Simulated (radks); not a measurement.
**Rb³⁺ in [Ar] 3d10 4s2 4p3 5p1: an all-electron calculation**

What are the levels of the rubidium ion Rb3+, how large are its shells, and how does its energy divide?

The numbers are computed with radks (a radial shooting solver on a logarithmic mesh, Libxc functionals) version 1 (scalar-relativistic Kohn-Sham, SOGGA, spin-polarised, spherical densities, point nucleus; open shells are filled with parallel spins first), except any that are marked as measured or tabulated.

## 1. What is computed

| Item | Value |
| --- | --- |
| element | rubidium (Z = 37) |
| charge | +3 |
| electrons | 34 |
| configuration | [Ar] 3d10 4s2 4p3 5p1 |

The outer shells:

Rb³⁺
```
[Ar] core
3d [↑↓][↑↓][↑↓][↑↓][↑↓]
4s [↑↓]
4p [↑ ][↑ ][↑ ]
5p [↑ ][  ][  ]
```

## 2. The run

Input:

```text
Z 37
configuration [Ar] 3d10 4s2 4p3 5p1 5s0 4d0 4f0 6p0
relativity scalar-relativistic
functional sogga,pbe
spin polarised
nucleus point
c 137.035999084
```

Started as:

```bash
> python run_ks.py task.json out
```

The same process makes all the runs of this session.

**Question.** What will this run give?

**Answer**, as computed:

| quantity | value |
| --- | --- |
| total energy | -2975.40714 hartree |
| exchange-correlation share of it | 3.27 % |
| −T/E | 1.0242 |
| highest occupied level | 5p up, -19.782 eV |
| most extended occupied level | 5p up, <r> = 3.56 bohr |
| radius at density 0.001 e/bohr³ | 4.41 bohr |
| maxima of the radial density | 3 |

5 principal shells are occupied and 3 maxima appear in the radial density; where shells overlap, one shows as a shoulder or not at all. −T/E is 1.024: with relativity the kinetic term as defined here no longer equals −E. This is not the tabulated ground configuration, so its levels and sizes aren't those of the ground state, and no measured value stands beside it.
